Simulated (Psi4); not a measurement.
# doublet CHBClN+ at 4 levels

Wanted: a comparison of 4 runs (UHF/STO-3G, UHF/3-21G, UB3LYP/6-31G*) of doublet CHBClN+. 

Program for the calculation: Psi4 1.11.

1 further run of the same task is left out (set aside as unsound or not needed).

## Step 1: The structure to begin with

CHBClN+: 5 atoms, total charge +1, spin state doublet. As SMILES of the parent species, `N#CBCl`. The coordinates come from a PBE0-D4/def2-TZVP relaxation. That shape belongs to the parent species and isn't relaxed for this state.

Bond lengths: N1–C2 1.152 Å, C2–B3 1.528 Å, B3–Cl4 1.723 Å, B3–H5 1.187 Å. Angles: N1–C2–B3 178.6°, C2–B3–Cl4 119.2°, C2–B3–H5 120.7°, Cl4–B3–H5 120.1°.

## Step 2: Energy and gradient at UHF/STO-3G (run 1)

run.py

```python
import psi4

psi4.set_memory('1600 MB')
psi4.set_num_threads(1)
psi4.set_output_file('psi4.out', False)

m = psi4.geometry("""
1 2
N      1.053200    -1.411100     1.218200
C      0.513400    -0.630900     0.564200
B     -0.176600     0.429700    -0.293300
Cl    -1.594500     0.005200    -1.176200
H      0.254400     1.533500    -0.354200
symmetry c1
no_reorient
no_com
""")

psi4.set_options({
    'reference': 'uhf',
    'puream': True,
    'e_convergence': 1e-09,
    'd_convergence': 1e-08,
    'scf_type': 'pk',
    'maxiter': 200,
})

e, wfn = psi4.gradient("hf/STO-3G", molecule=m, return_wfn=True)
psi4.oeprop(wfn, "WIBERG_LOWDIN_INDICES", "QUADRUPOLE", "MAYER_INDICES")
print('gradient / Eh bohr^-1')
print(e.np.round(6))
print(f'energy = {wfn.energy():.10f} Eh')
```

Run with:

```sh
$ python run.py
```

psi4.out:

```text
[...]
  Running in c1 symmetry.
[...]
  Nuclear repulsion =  106.510896882930652
[...]
  Multiplicity = 2
[...]
  Nalpha       = 18
  Nbeta        = 17
[...]
    Number of basis functions: 25
[...]
   @UHF iter   1:  -570.07923911105945   -1.50982e+00   2.02997e-02 DIIS/ADIIS
[...]
   @UHF iter  37:  -570.27870020481191    1.53477e-11   6.83329e-09 DIIS
[...]
   @S^2 Observed:                8.870726365E-01
[...]
  @UHF Final Energy:  -570.27870020481191
   => Energetics <=
    Nuclear Repulsion Energy =            106.5108968829306519
    One-Electron Energy =                -986.0590400409575977
    Two-Electron Energy =                 309.2694429532150480
    Total Energy =                       -570.2787002048119120
  UHF NO Occupations:
  HONO-2 :   16  A 1.9675236
  HONO-1 :   17  A 1.9659791
[...]
  -Total Gradient:
     Atom            X                  Y                   Z
    ------   -----------------  -----------------  -----------------
       1       -0.076739083326     0.114731457069    -0.094265473098
       2        0.060794721555    -0.124687327725     0.086087586542
       3       -0.003074205246     0.026413361487    -0.011140981725
       4        0.023419434327    -0.007579586923     0.019507728879
       5       -0.004400867286    -0.008877903907    -0.000188860598
[...]
 Multipole Moments:
 ------------------------------------------------------------------------------------
     Multipole            Electronic (a.u.)      Nuclear  (a.u.)        Total (a.u.)
 ------------------------------------------------------------------------------------
 L = 1.  Multiply by 2.5417464519 to convert [e a0] to [Debye]
 Dipole X            :         32.4106943          -32.6588138           -0.2481195
 Dipole Y            :         19.0523090          -18.6944936            0.3578154
 Dipole Z            :         18.3759621          -18.7149027           -0.3389406
 Magnitude           :                                                    0.5517933
 L = 2.  Multiply by 1.3450342976 to convert [e a0^2] to [Debye ang]
 Quadrupole XX       :       -205.4712840          188.5095861          -16.9616980
 Quadrupole XY       :         44.7026689          -44.5557277            0.1469412
[...]
```

On the terminal:

```text
gradient / Eh bohr^-1
[[-0.076739  0.114731 -0.094265]
 [ 0.060795 -0.124687  0.086088]
 [-0.003074  0.026413 -0.011141]
 [ 0.023419 -0.00758   0.019508]
 [-0.004401 -0.008878 -0.000189]]
energy = -570.2787002048 Eh
```

Wall time 1.4 s (1 thread of Intel Xeon 6975P-C (Granite Rapids), shared host); peak memory 0.18 GiB.

## Step 3: The energy at UHF/3-21G (run 2)

job.py

```python
import psi4

psi4.set_memory(1600000000)
psi4.set_num_threads(1)
psi4.core.set_output_file('psi4.out', False)

molecule = psi4.geometry("""
1 2
N      1.053200    -1.411100     1.218200
C      0.513400    -0.630900     0.564200
B     -0.176600     0.429700    -0.293300
Cl    -1.594500     0.005200    -1.176200
H      0.254400     1.533500    -0.354200
units angstrom
symmetry c1
""")

psi4.set_options({
    'reference': 'uhf',
    'puream': True,
    'e_convergence': 1e-09,
    'd_convergence': 1e-08,
    'scf_type': 'pk',
    'maxiter': 200,
})

e_tot, wfn = psi4.energy("scf/3-21G", return_wfn=True)
psi4.oeprop(wfn, "LOWDIN_CHARGES", "MULLIKEN_CHARGES", "DIPOLE", title="SCF")
print(f'scf/3-21G energy: {e_tot:.10f} Eh')
```

Run with:

```sh
$ python job.py
```

psi4.out:

```text
[...]
  Running in c1 symmetry.
[...]
  Nuclear repulsion =  106.510896882930652
[...]
  Multiplicity = 2
[...]
  Nalpha       = 18
  Nbeta        = 17
[...]
    Number of basis functions: 42
[...]
   @UHF iter   1:  -573.69429857024011   -3.86780e-01   8.40198e-03 DIIS/ADIIS
[...]
   @UHF iter  27:  -573.81445060024237   -3.41061e-12   8.97213e-09 DIIS
[...]
   @S^2 Observed:                8.035361458E-01
[...]
  @UHF Final Energy:  -573.81445060024237
   => Energetics <=
    Nuclear Repulsion Energy =            106.5108968829306519
    One-Electron Energy =                -990.5223916259747057
    Two-Electron Energy =                 310.1970441428017580
    Total Energy =                       -573.8144506002422531
  UHF NO Occupations:
  HONO-2 :   16  A 1.9899843
  HONO-1 :   17  A 1.9857903
[...]
 Multipole Moments:
 ------------------------------------------------------------------------------------
     Multipole            Electronic (a.u.)      Nuclear  (a.u.)        Total (a.u.)
 ------------------------------------------------------------------------------------
 L = 1.  Multiply by 2.5417464519 to convert [e a0] to [Debye]
 Dipole X            :         -2.3617690            1.3957032           -0.9660658
 Dipole Y            :          0.5469483            0.7599187            1.3068670
 Dipole Z            :         -1.8937800            0.7534152           -1.1403648
 Magnitude           :                                                    1.9853504
[...]
  Mulliken Charges: (a.u.)
   Center  Symbol    Alpha    Beta     Spin     Total
       1     N     3.43122  3.79525 -0.36403 -0.22648
       2     C     3.25137  2.84647  0.40489 -0.09784
       3     B     2.13500  2.28247 -0.14747  0.58253
       4    CL     8.73518  7.73603  0.99915  0.52879
       5     H     0.44723  0.33978  0.10745  0.21299
   Total alpha = 18.00000, Total beta = 17.00000, Total charge =  1.00000
  Lowdin Charges: (a.u.)
   Center  Symbol    Alpha    Beta     Spin     Total
       1     N     3.25497  3.56297 -0.30800  0.18206
[...]
```

On the terminal:

```text
scf/3-21G energy: -573.8144506002 Eh
```

Run time: 1.2 s. Hardware: 1 thread of Intel Xeon 6975P-C (Granite Rapids), shared host; peak memory 0.18 GiB.

## Step 4: A single-point energy at UB3LYP/6-31G(d) (spherical functions) (run 3)

chbcln.in

```
memory 1.6 GB

molecule geom {
  1 2
  N      1.053200    -1.411100     1.218200
  C      0.513400    -0.630900     0.564200
  B     -0.176600     0.429700    -0.293300
  Cl    -1.594500     0.005200    -1.176200
  H      0.254400     1.533500    -0.354200
  symmetry c1
}

set {
  reference            uks
  puream               true
  e_convergence        1e-09
  d_convergence        1e-08
  scf_type             pk
  dft_radial_points    99
  dft_spherical_points 590
  maxiter              200
}

energy('b3lyp/6-31G*')
```

Run with:

```sh
$ psi4 chbcln.in chbcln.out -n 1
```

chbcln.out:

```text
[...]
  Running in c1 symmetry.
[...]
  Nuclear repulsion =  106.510896882930652
[...]
  Multiplicity = 2
[...]
  Nalpha       = 18
  Nbeta        = 17
[...]
    Number of basis functions: 62
[...]
   @UKS iter   1:  -577.88515358112670    7.59053e-02   8.68539e-03 ADIIS/DIIS
[...]
   @UKS iter  21:  -578.07885795553909   -7.95808e-13   2.66218e-09 DIIS
[...]
   @S^2 Observed:                7.552439447E-01
[...]
    Orbital Energies [Eh]
    ---------------------
    Alpha Occupied:
       1A   -101.877739     2A    -14.631922     3A    -10.486692
       4A     -9.807985     5A     -7.571470     6A     -7.565050
       7A     -7.560275     8A     -7.121707     9A     -1.185042
      10A     -1.174087    11A     -0.879557    12A     -0.762353
      13A     -0.724100    14A     -0.662441    15A     -0.651518
      16A     -0.626592    17A     -0.609558    18A     -0.603835
    Alpha Virtual:
      19A     -0.362051    20A     -0.249900    21A     -0.159256
      22A     -0.151876    23A     -0.058639    24A     -0.030946
      25A     -0.014207    26A      0.075130    27A      0.154844
[...]
  @UKS Final Energy:  -578.07885795553909
   => Energetics <=
    Nuclear Repulsion Energy =            106.5108968829306519
    One-Electron Energy =                -995.3097634114706125
    Two-Electron Energy =                 346.6990055081114406
    DFT Exchange-Correlation Energy =     -35.9789969351105867
    Empirical Dispersion Energy =           0.0000000000000000
    VV10 Nonlocal Energy =                  0.0000000000000000
    Total Energy =                       -578.0788579555390925
[...]
 Multipole Moments:
 ------------------------------------------------------------------------------------
     Multipole            Electronic (a.u.)      Nuclear  (a.u.)        Total (a.u.)
 ------------------------------------------------------------------------------------
 L = 1.  Multiply by 2.5417464519 to convert [e a0] to [Debye]
 Dipole X            :         -1.5689328            1.3957032           -0.1732295
 Dipole Y            :          0.2964492            0.7599187            1.0563679
 Dipole Z            :         -1.2354155            0.7534152           -0.4820003
 Magnitude           :                                                    1.1739872
[...]
```

Wall time 12 s (1 thread of Intel Xeon 6975P-C (Granite Rapids), shared host); peak memory 0.66 GiB.

## Step 5: The energy at UB3LYP/6-31G(d) (Cartesian functions) (run 4)

input.json

```json
{
 "schema_name": "qcschema_input",
 "schema_version": 1,
 "molecule": {
  "schema_name": "qcschema_molecule",
  "schema_version": 2,
  "symbols": ["N", "C", "B", "Cl", "H"],
  "geometry": [1.99025955, -2.66659253, 2.30206437, 0.97018539, -1.19222821, 1.06618348, -0.33372563, 0.81201532, -0.55425667, -3.01316831, 0.00982658, -2.22269587, 0.48074633, 2.89789501, -0.66934099],
  "molecular_charge": 1,
  "molecular_multiplicity": 2,
  "fix_symmetry": "c1",
  "fix_com": true,
  "fix_orientation": true
 },
 "driver": "energy",
 "model": {
  "method": "b3lyp",
  "basis": "6-31G*"
 },
 "keywords": {
  "reference": "uks",
  "puream": false,
  "e_convergence": 1e-09,
  "d_convergence": 1e-08,
  "scf_type": "pk",
  "dft_radial_points": 99,
  "dft_spherical_points": 590,
  "maxiter": 200
 }
}
```

Run with:

```sh
$ psi4 --qcschema input.json -n 1 --memory 1600MB
```

stdout:

```text
[...]
  Running in c1 symmetry.
[...]
  Nuclear repulsion =  106.510896853692174
[...]
  Multiplicity = 2
[...]
  Nalpha       = 18
  Nbeta        = 17
[...]
    Number of basis functions: 66
[...]
   @UKS iter   1:  -577.89014304493867    7.36097e-02   8.34772e-03 DIIS/ADIIS
[...]
   @UKS iter  21:  -578.08526676710972   -1.59162e-12   4.28529e-09 DIIS
[...]
   @S^2 Observed:                7.552275906E-01
[...]
    Orbital Energies [Eh]
    ---------------------
    Alpha Occupied:
       1A   -101.897280     2A    -14.632551     3A    -10.490896
       4A     -9.812064     5A     -7.576361     6A     -7.569923
       7A     -7.565143     8A     -7.129652     9A     -1.185177
      10A     -1.174191    11A     -0.879691    12A     -0.762511
      13A     -0.724245    14A     -0.662568    15A     -0.651730
      16A     -0.626607    17A     -0.609501    18A     -0.603824
    Alpha Virtual:
      19A     -0.362153    20A     -0.249898    21A     -0.159216
      22A     -0.152423    23A     -0.059136    24A     -0.031513
      25A     -0.015539    26A      0.070919    27A      0.154558
[...]
  @UKS Final Energy:  -578.08526676710972
   => Energetics <=
    Nuclear Repulsion Energy =            106.5108968536921736
    One-Electron Energy =                -995.2396478669641056
    Two-Electron Energy =                 346.5922650348394995
    DFT Exchange-Correlation Energy =     -35.9487807886773112
    Empirical Dispersion Energy =           0.0000000000000000
    VV10 Nonlocal Energy =                  0.0000000000000000
    Total Energy =                       -578.0852667671097151
[...]
 Multipole Moments:
 ------------------------------------------------------------------------------------
     Multipole            Electronic (a.u.)      Nuclear  (a.u.)        Total (a.u.)
 ------------------------------------------------------------------------------------
 L = 1.  Multiply by 2.5417464519 to convert [e a0] to [Debye]
 Dipole X            :         31.5352040          -32.6588139           -1.1236099
 Dipole Y            :         19.2136991          -18.6944935            0.5192056
 Dipole Z            :         17.6878225          -18.7149027           -1.0270801
 Magnitude           :                                                    1.6084052
[...]
```

The result, in JSON:

```text
{
 "driver": "energy",
 "model": {
  "method": "b3lyp",
  "basis": "6-31G*"
 },
 "success": true,
 "return_result": -578.0852667671097,
 "properties": {
  "calcinfo_nbasis": 66,
  "calcinfo_nmo": 66,
  "calcinfo_nalpha": 18,
  "calcinfo_nbeta": 17,
  "calcinfo_natom": 5,
  "nuclear_repulsion_energy": 106.51089685369217,
  "return_energy": -578.0852667671097,
  "scf_one_electron_energy": -995.2396478669641,
  "scf_two_electron_energy": 346.5922650348395,
  "scf_xc_energy": -35.94878078867731,
  "scf_dipole_moment": [-1.1236098518811701, 0.519205612197041, -1.0270801455148941],
  "scf_total_energy": -578.0852667671097,
  "scf_iterations": 21
 }
}
```

It took 13 s on 1 thread of Intel Xeon 6975P-C (Granite Rapids), shared host; peak memory 0.69 GiB.

## Step 6: Overview of the runs

| run | level | task | integration grid | energy (Eh) | HOMO energy (eV) | LUMO energy (eV) | ⟨S²⟩ | wall time |
| --- | --- | --- | --- | --- | --- | --- | --- | --- |
| 1 | UHF/STO-3G | gradient | – | -570.278700 | -16.76 | -11.04 | 0.887 | 1.4 s |
| 2 | UHF/3-21G | energy | – | -573.814451 | -18.85 | -10.38 | 0.804 | 1.2 s |
| 3 | UB3LYP/6-31G* (spherical functions) | energy | 99 radial × 590 angular | -578.078858 | -15.93 | -14.63 | 0.755 | 12 s |
| 4 | UB3LYP/6-31G* (Cartesian functions) | energy | 99 radial × 590 angular | -578.085267 | -15.93 | -14.63 | 0.755 | 13 s |

## Step 7: What came out

| quantity | value |
| --- | --- |
| run 4: total energy | -578.08527 Eh |
| run 4: HOMO energy (highest over α and β) | -15.93 eV |
| run 4: LUMO energy (lowest over α and β) | -14.63 eV |
| run 4: ⟨S²⟩ | 0.755 |

What this shows: In run 1 the basis is minimal, so the values are rough. Spin contamination of the reference: run 1 ⟨S²⟩ = 0.89. All runs together took 28 s, the longest 13 s.
